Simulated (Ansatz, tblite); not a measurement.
**SeF4: one state, many levels**

How do method and basis change the picture of SeF4 (singlet)?

The runs use Ansatz 0.2.0, Gaussian basis; as each input shows.

The runs, in order: GFN1-xTB, GFN2-xTB, PBE-D4/def2-TZVP, r2SCAN-D4/def2-TZVP, BHLYP-D4/def2-TZVP, PBE-QIDH/def2-TZVP, B2PLYP/def2-TZVP, CAM-B3LYP-D4/def2-TZVP, ωB97X-V/def2-TZVP, B3LYP-D4/def2-TZVP, revPBE-D4/def2-TZVP, PBE+5HF/def2-TZVP, PBE+10HF/def2-TZVP, PBE+15HF/def2-TZVP, PBE+35HF/def2-TZVP, PBE+50HF/def2-TZVP, PBE-D4/def2-SVP, PBE0-D4/def2-SVP, PBE0-D4/def2-TZVPD, PBE-D4/def2-TZVPD, r2SCAN-D4/def2-TZVPD, CCSD(T)/def2-TZVPP, MP2/def2-TZVP, RPA/def2-TZVP.

**1. The geometry**

The singlet was relaxed beforehand with r2SCAN-D4/def2-SVP.

5 atoms, charge 0, spin multiplicity 1.

Bond lengths: Se1–F2 1.790 Å, Se1–F3 1.790 Å, Se1–F4 1.724 Å, Se1–F5 1.724 Å. Angles: F2–Se1–F3 169.4°, F2–Se1–F4 86.6°, F2–Se1–F5 86.6°, F3–Se1–F4 86.6°, F3–Se1–F5 86.6°, F4–Se1–F5 100.0°.

PBE0-D4/def2-TZVP was run before; its log isn't repeated, and its numbers join the tables.

**2. GFN1-xTB**

Tight binding, by tblite at 300 K electronic temperature and without a spin-polarisation term:

```python
tblite.interface.Calculator('GFN1-xTB', numbers, positions, charge=0, uhf=0).singlepoint()
```

Energy -649.0325 eV, HOMO -15.14 eV, LUMO -11.14 eV; 0.003 s.

**3. GFN2-xTB**

Tight binding, by tblite at 300 K electronic temperature and without a spin-polarisation term:

```python
tblite.interface.Calculator('GFN2-xTB', numbers, positions, charge=0, uhf=0).singlepoint()
```

Energy -601.3712 eV, HOMO -13.61 eV, LUMO -9.45 eV; 0.002 s.

**4. PBE-D4/def2-TZVP**

start.molden holds the orbitals of an earlier run on this state, given as this run's starting guess.

The input, in.yaml:

```yaml
crystal:
  periodic: [false, false, false]
  atoms:
    - {symbol: Se, position_ang: [-0.308702, -0.405807, -0.006902]}
    - {symbol: F, position_ang: [-0.231834, -0.285951, 1.777378]}
    - {symbol: F, position_ang: [-0.184428, -0.261342, -1.786686]}
    - {symbol: F, position_ang: [1.413320, -0.322943, 0.016565]}
    - {symbol: F, position_ang: [-0.688356, 1.276043, -0.000354]}
basis:
  gaussian: {orbitals: def2-TZVP, initial_orbitals: start.molden}
hamiltonian: {xc: pbe, dispersion: d4}
scf: {omitted_lower_state_checks: [starts]}
output: {orbitals: {seedname: orbitals}}
```

Command:

```bash
$ ansatz run in.yaml --threads 4 --pin off --events-out ev --progress --plain --max-ram 3916MiB
```

The runs that follow: r2SCAN-D4/def2-TZVP; BHLYP-D4/def2-TZVP; PBE-QIDH/def2-TZVP; B2PLYP/def2-TZVP; CAM-B3LYP-D4/def2-TZVP; ωB97X-V/def2-TZVP; B3LYP-D4/def2-TZVP; revPBE-D4/def2-TZVP; PBE+5HF/def2-TZVP; PBE+10HF/def2-TZVP; PBE+15HF/def2-TZVP; PBE+35HF/def2-TZVP; PBE+50HF/def2-TZVP; PBE-D4/def2-SVP; PBE0-D4/def2-SVP; PBE0-D4/def2-TZVPD; PBE-D4/def2-TZVPD; r2SCAN-D4/def2-TZVPD; CCSD(T)/def2-TZVPP; MP2/def2-TZVP; RPA/def2-TZVP.

Q: Predict the results of all the runs planned. Wanted: gap in def2-TZVP, named functionals, smallest and largest; gap over the share of exact exchange; correlation energy, CCSD(T)/def2-TZVPP; correlation energy, MP2/def2-TZVP; binding an atom, CCSD(T)/def2-TZVPP; PBE0 total energy, smallest basis above largest.

The runs gave:

| quantity | value |
| --- | --- |
| gap in def2-TZVP, named functionals, smallest and largest | 4.92 eV (PBE-D4), 12.01 eV (ωB97X-V) |
| gap over the share of exact exchange | 4.92 eV at 0, 9.89 eV at 0.5 |
| correlation energy, CCSD(T)/def2-TZVPP | -36.58 eV |
| correlation energy, MP2/def2-TZVP | -35.68 eV |
| binding an atom, CCSD(T)/def2-TZVPP | 2.646 eV |
| PBE0 total energy, smallest basis above largest | 22.46 eV (def2-SVP, def2-TZVPD) |

Orbital gaps of the named functionals in def2-TZVP span 4.92 eV (PBE-D4) to 12.01 eV (ωB97X-V); exact exchange widens it. Raising the share of exact exchange from 0 to 0.5 moves the HOMO by -3.28 eV and the LUMO by +1.69 eV. The functionals in def2-TZVP miss CCSD(T)/def2-TZVPP by -0.251 (BHLYP-D4) to +0.461 eV (PBE-D4) an atom. The reference is CCSD(T) in one finite basis, so it carries an error of its own, often a tenth of an eV or more, and near misses can't be ranked.
